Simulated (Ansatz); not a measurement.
# SnO2: the cost of one run

Computed with the Python package of Ansatz 0.2.0. Level of theory: DFT LDA, plane waves, PAW.

## 1. The system

The structure is orthorhombic, space group Pnnm (No. 58). The conventional cell has a = 4.788 Å, b = 4.867 Å, c = 3.241 Å, α = 90.00°, β = 90.00°, γ = 90.00°. Sn (site symmetry 2/m) has 6 O at 2.09 to 2.10 Å as nearest neighbours. O (site symmetry m) is surrounded by 3 Sn at 2.09 to 2.10 Å.

The script holds or builds the structure itself.

## 2. The script

The input, run_strain.py:

```python
import warnings

import ansatz as az
import matplotlib.pyplot as plt
import numpy as np

vectors0 = np.array([
    [4.788004, 0.0, 0.0],
    [0.0, 4.866582, 0.0],
    [0.0, 0.0, 3.240898],
])
sites = [
    ("Sn", (0.5, 0.5, 0.5)),
    ("Sn", (0.0, 0.0, 0.0)),
    ("O", (0.291855, 0.321042, 0.0)),
    ("O", (0.791855, 0.178958, 0.5)),
    ("O", (0.208145, 0.821042, 0.5)),
    ("O", (0.708145, 0.678958, 0.0)),
]


def build(cell):
    crystal = az.Crystal(lattice=az.Lattice.of(cell))
    for symbol, position in sites:
        crystal = crystal.atom(symbol, position)
    return crystal

warnings.simplefilter("ignore", az.DeckWarning)

values = np.linspace(-0.03, 0.03, 5)
energies = []
for d in values:
    strain = d / 2 * (np.ones((3, 3)) - np.eye(3))
    cell = vectors0 @ (np.eye(3) + strain)
    base = (
        build(cell).calculation()
        .basis(510)
        .functional("lda")
        .occupations("gaussian", width=0.05)
        .kpoints(4, 4, 6)
        .stress()
    )
    summary = base.run(threads=1).report
    energies.append(summary["free_energy_ev"] / len(sites))
    s = summary["stress_gpa"]
    print(f"d = {d:+.4f}  stress xx yy zz xy (GPa, compression positive): {s[0][0]:8.3f} {s[1][1]:8.3f} {s[2][2]:8.3f} {s[0][1]:8.3f}")
energies = np.array(energies)

for value, e in zip(values, energies):
    print(f"strain {value:7.3f}   E - Emin = {1000 * (e - energies.min()):9.3f} meV/atom")
plt.figure(figsize=(4.5, 3))
plt.plot(values, 1000 * (energies - energies.min()), "o-")
plt.xlabel("strain")
plt.ylabel("meV/atom")
plt.tight_layout()
plt.savefig("strain.png", dpi=100)
curvature = 2 * np.polyfit(values, energies, 3)[1]
volume = abs(np.linalg.det(vectors0)) / len(sites)
print(f"d2E/dd2 over the volume: {curvature / volume * 160.21766:.1f} GPa")
```

## 3. Launch

On the command line:

```console
> python run_strain.py
```

**Question.** How long does this script take on 1 thread of Arm Neoverse V2, shared host, and how much memory does it need?

About 34 s, with a peak of 0.5 GiB.
